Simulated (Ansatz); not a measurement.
# HfOs: a relaxation

Wanted: a converged relaxation for HfOs, and a check of what comes out. The structure is shown as the input types it.

Method: DFT, PBEsol, PAW with Ansatz's default frozen-core files, scalar-relativistic; relaxation of cell and atoms, in Ansatz 0.2.0.

**1. The structure to begin with**

It takes space group Pm-3m (No. 221, cubic). The conventional cell has a = 3.239 Å, b = 3.239 Å, c = 3.239 Å, α = 90.00°, β = 90.00°, γ = 90.00°. Hf (site symmetry m-3m) is surrounded by 8 Os at 2.81 Å. Around Os (site symmetry m-3m) lie 8 Hf at 2.81 Å.

Coordinates:

```cif
data_structure
_symmetry_space_group_name_H-M 'P 1'
_symmetry_Int_Tables_number 1
_cell_length_a 3.2390
_cell_length_b 3.2390
_cell_length_c 3.2390
_cell_angle_alpha 90.000
_cell_angle_beta 90.000
_cell_angle_gamma 90.000
_cell_volume 33.98
loop_
_atom_site_label
_atom_site_type_symbol
_atom_site_fract_x
_atom_site_fract_y
_atom_site_fract_z
_atom_site_occupancy
Hf1 Hf 0.00000 0.00000 0.00000 1
Os1 Os 0.50000 0.50000 0.50000 1
```

**2. The run**

input.yaml reads:

```yaml
crystal:
  lattice:
    - [3.239, 0.0, 0.0]
    - [0.0, 3.239, 0.0]
    - [0.0, 0.0, 3.239]
  atoms:
    - { symbol: Hf, position: [0.0, 0.0, 0.0] }
    - { symbol: Os, position: [0.5, 0.5, 0.5] }
kpoints:
  mp_grid: { grid: [12, 12, 12] }
scf:
  occupations: { method: fixed }
  max_iter: 60
hamiltonian:
  xc: pbesol
  pseudopotentials: { kind: paw }
relax:
  f_tol: 0.002
  max_steps: 80
  cell: {}
output:
  forces: true
  stress: true
  write_density: true
  write_potential: true
  elf: true
  volumetric_format: npy
```

Run with:

```bash
$ ansatz run input.yaml --threads 1 --pin off --max-ram 3072MiB --backend cpu --events-out ev --progress --plain --runs-dir out
```

What happens when this is run?

The program finished normally, with warnings (band overlap at count, forces off the residual converged image, metallic iterate). Its log warns: «a fill by count may have filled part of one level: at k-index 48 the highest filled band, 24.470718 eV, and the lowest empty band, 24.470718 eV ...»

In the input, scf.occupations.method is fixed; scf.occupations.width is missing. What could go wrong: fixed occupations where they can't hold. It still converged here, which does not make the setting sound.

To check: set scf.occupations.method to fermi_dirac and scf.occupations.width to 0.08.
